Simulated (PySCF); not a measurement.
# CuF₃: structure of the singlet

Aim: relax CuF₃ as a singlet from a trigonal pyramidal start, check by its vibrations whether the end is a minimum, and collect its spectrum and constants.

Computed with PySCF 2.14.0. Level: PBE0, basis Cu def2-SVP, F def2-SVP, no relativity, density fitting.

**1. The system as given**

4 atoms, charge 0, spin multiplicity 1.

Bond lengths: Cu1–F2 1.760 Å, Cu1–F3 1.760 Å, Cu1–F4 1.760 Å. Angles: F2–Cu1–F3 99.8°, F2–Cu1–F4 99.8°, F3–Cu1–F4 99.8°.

Z-matrix (Å, degrees; charge 0 multiplicity 1):
```
Cu
F  1 1.7600
F  1 1.7600 2 99.75
F  1 1.7600 2 99.75 3 -101.77
```

**2. Relaxation: trigonal pyramidal start, singlet**

The steps below are one call of a driver around PySCF. For each, scf.py gives the equivalent set-up of the SCF; relaxations use the driver's own optimiser. Before each start the driver seeks the lowest SCF state from one or more starting densities and follows internal instabilities, so scf.py alone need not reach the same state.

The program finds C3v symmetry in the start, which this walk keeps. The walk stops when the largest gradient is under 0.0003 Eh/bohr and the energy has settled too.

Contents of scf.py:

```python
from pyscf import gto, scf, dft
mol = gto.M(atom='''
Cu    -0.000000    -0.000000    -0.392706
F      1.553998     0.000002     0.433594
F     -0.777001     1.345801     0.433594
F     -0.776997    -1.345803     0.433594''',
    basis={'Cu': 'def2-SVP', 'F': 'def2-SVP'},
    charge=0, spin=0)
mf = dft.RKS(mol, xc='PBE0')
mf.grids.atom_grid = (50, 194)
aux = {'Cu': 'def2-universal-JKFIT', 'F': 'def2-universal-JKFIT'}
mf = mf.density_fit(auxbasis=aux)
mf.kernel()
```

The optimiser's trace:

| step | energy (Eh) | change (kJ/mol) | largest symmetric gradient (Eh/bohr) |
| --- | --- | --- | --- |
| 0 | -1938.883791 | 0.00 | 0.03737 |
| 1 | -1938.902324 | -48.66 | 0.04145 |
| 2 | -1938.917443 | -88.35 | 0.02609 |
| 3 | -1938.922089 | -100.55 | 0.01631 |
| 4 | -1938.925965 | -110.73 | 0.00568 |
| 5 | -1938.926275 | -111.54 | 0.00395 |
| 6 | -1938.926498 | -112.13 | 0.00028 |
| 7 | -1938.926499 | -112.13 | 0.00001 |

The walk ran for 6 s (4 threads, shared host).

Positions (Å) and forces (eV/Å) along the way, with the part that breaks the symmetry left in:

```
step 0
Cu   0.000   0.000  -0.393   0.408  -0.634   1.922
F    1.554   0.000   0.434  -0.068  -0.683  -0.788
F   -0.777   1.346   0.434  -0.946   1.641  -0.374
F   -0.777  -1.346   0.434   0.606  -0.324  -0.759
step 1
Cu   0.000   0.000  -0.240   0.010  -0.083   2.131
F    1.660   0.000   0.383  -0.567  -0.751  -0.705
F   -0.830   1.438   0.383  -0.395   0.714  -0.693
F   -0.830  -1.438   0.383   0.952   0.120  -0.734
step 4
Cu   0.000   0.000   0.171  -0.387   0.632   0.292
F    1.727   0.000   0.246  -0.073  -0.921  -0.090
F   -0.864   1.496   0.246  -0.385   0.684  -0.116
F   -0.864  -1.496   0.246   0.844  -0.396  -0.086
step 7
Cu   0.000   0.000   0.227  -0.393   0.637   0.001
F    1.737   0.000   0.227  -0.262  -0.899   0.000
F   -0.869   1.505   0.227  -0.267   0.471   0.000
F   -0.869  -1.505   0.227   0.922  -0.209   0.000
```

It settles in D3h symmetry, 112.1 kJ/mol below the start, after 7 steps: Cu–F 1.737 Å (×3); F–Cu–F 120.0° (×3). A gradient of 0.0179 Eh/bohr that breaks the symmetry is left: this electronic state wants a lower symmetry.

**3. Relaxing without the symmetry constraint**

The geometry is nudged along the force that breaks the symmetry.

The program finds Cs symmetry in the start, which may break.

scf.py, as its differences from that of step 2:

```diff
@@ -3,4 +3,4 @@
-Cu    -0.000000    -0.000000    -0.392706
-F      1.553998     0.000002     0.433594
-F     -0.777001     1.345801     0.433594
-F     -0.776997    -1.345803     0.433594''',
+Cu    -0.015930     0.028252    -0.000000
+F      1.731714    -0.071318     0.000002
+F     -0.874865     1.519976    -0.000005
+F     -0.804082    -1.542239     0.000003''',
```

Energy and gradient, step by step:

| step | energy (Eh) | change (kJ/mol) | largest gradient (Eh/bohr) |
| --- | --- | --- | --- |
| 0 | -1938.931453 | 0.00 | 0.01919 |
| 1 | -1938.938164 | -17.62 | 0.01231 |
| 2 | -1938.942441 | -28.85 | 0.00273 |
| 3 | -1938.942555 | -29.15 | 0.00327 |
| 4 | -1938.942691 | -29.50 | 0.00518 |
| 5 | -1938.942924 | -30.12 | 0.00735 |
| 6 | -1938.942861 | -29.95 | 0.00821 |
| 7 | -1938.944166 | -33.38 | 0.01326 |
| 8 | -1938.946661 | -39.93 | 0.01725 |
| 9 | -1938.949899 | -48.43 | 0.01415 |
| 10 | -1938.951329 | -52.18 | 0.02448 |
| 11 | -1938.952570 | -55.44 | 0.00372 |
| 12 | -1938.952681 | -55.73 | 0.00149 |
| 13 | -1938.952704 | -55.79 | 0.00073 |
| 14 | -1938.952706 | -55.80 | 0.00017 |

The walk took 12 s.

It settles in C2v symmetry, 55.8 kJ/mol below the start, after 14 steps: Cu–F 1.707 Å (×2), Cu–F 1.718 Å; F–Cu–F 98.1°, F–Cu–F 98.7°, F–Cu–F 163.2°.

**4. Hessian and properties**

On the finer grid the gradient is checked again; gradients at displacements of ±0.01 bohr then give force constants and infrared intensities.

scf.py, as its differences from that of step 3:

```diff
@@ -3,4 +3,4 @@
-Cu    -0.015930     0.028252    -0.000000
-F      1.731714    -0.071318     0.000002
-F     -0.874865     1.519976    -0.000005
-F     -0.804082    -1.542239     0.000003''',
+Cu    -0.194469    -0.005768    -0.001068
+F      1.523264     0.045181     0.008368
+F     -0.491396     1.675166     0.000419
+F     -0.391215    -1.701345    -0.005268''',
@@ -10 +10 @@
-mf.grids.atom_grid = (50, 194)
+mf.grids.atom_grid = (75, 302)
```

The driver hands on the density of the step before, so the log starts near convergence.

Log of the central SCF (cycles and frontier levels):

```text
init E= -1938.95263511504
  HOMO = -0.402568653382336  LUMO = -0.266091303780974  gap/eV = 3.71374
cycle= 1 E= -1938.95263511504  delta_E= 6.37e-12  |g|= 7.56e-06  |ddm|= 8.19e-06
  HOMO = -0.402568089651669  LUMO = -0.266091414947935  gap/eV = 3.71372
Extra cycle  E= -1938.95263511494  delta_E= 9.91e-11  |g|= 2.22e-05  |ddm|= 2.22e-05
converged SCF energy = -1938.95263511494
```

The whole step took 13 s.

Geometry: C2v; Cu–F 1.707 Å (×2), Cu–F 1.719 Å; F–Cu–F 98.3° (×2), F–Cu–F 163.4°.

Modes, for the most abundant isotopes:

| symmetry | ω (cm⁻¹) | IR (km/mol) | μ (u) |
| --- | --- | --- | --- |
| b2 | 197 | 0.0 | 20.07 |
| a1 | 215 | 15.1 | 22.61 |
| b1 | 221 | 33.3 | 27.18 |
| a1 | 597 | 0.3 | 19.01 |
| a1 | 639 | 18.5 | 22.93 |
| b2 | 758 | 81.7 | 25.96 |

Every mode is real; the point is a minimum.

Constants and moments:

* Dipole moment: 1.86 D
* Highest occupied level: -10.95 eV
* Lowest empty level: -7.24 eV
* Rotational constants: 0.3127, 0.1555, 0.1039 cm⁻¹
* Zero-point energy: 15.7 kJ/mol
* Principal polarisabilities: 10.3, 24.3, 37.7 bohr³
* Atomisation energy without zero-point energy: 831 kJ/mol
* Principal traceless quadrupole moments about the centre of mass: -8.29, 2.08, 6.21 D Å
* Entropy at 298.15 K and 1 bar: 298.6 J/(mol K)
* Heat capacity Cp at 298.15 K: 67.5 J/(mol K)
* Enthalpy at 298.15 K above 0 K: 15.23 kJ/mol
* Rotational symmetry number: 2

Charges (e) and bond orders:

| atom | Mulliken | Löwdin | polar tensor | Mayer order to Cu1 |
| --- | --- | --- | --- | --- |
| Cu1 | 1.02 | 0.66 | 1.17 | – |
| F2 | -0.28 | -0.17 | -0.26 | 0.86 |
| F3,4 | -0.37 | -0.24 | -0.46 | 0.79 |

Mulliken populations on Cu1: s 6.33, p 12.45, d 9.20, f 0.00.

**5. Would spin polarisation lower it?**

At the lowest minimum the closed shell is tested against spin polarisation, on the (50, 194) grid. It is unstable: an open-shell solution lies lower. That solution was not followed to a minimum here.

**6. Results**

```
                            quantity                                                              value
                             minimum    singlet, C2v (closed shell, unstable towards spin polarisation)
                            geometry  Cu–F 1.707 Å (×2), Cu–F 1.719 Å; F–Cu–F 98.3° (×2), F–Cu–F 163.4°
                  wavenumbers (cm⁻¹)         197 (b2), 215 (a1), 221 (b1), 597 (a1), 639 (a1), 758 (b2)
                       dipole moment                                                             1.86 D
highest occupied, lowest empty level                                                   -10.95, -7.24 eV
          polar-tensor charge of Cu1                                                            +1.17 e
                   zero-point energy                                                        15.7 kJ/mol
```

What this shows: The trigonal pyramidal start (C3v) ends in a minimum of C2v symmetry. The strongest infrared band lies at 758 cm⁻¹ (b2, stretch). Other starts or spin states, not run here, may lie lower. The closed shell proved unstable towards spin polarisation, so a lower open-shell solution exists.

The search up to here ran for 36 s (4 threads, shared host).
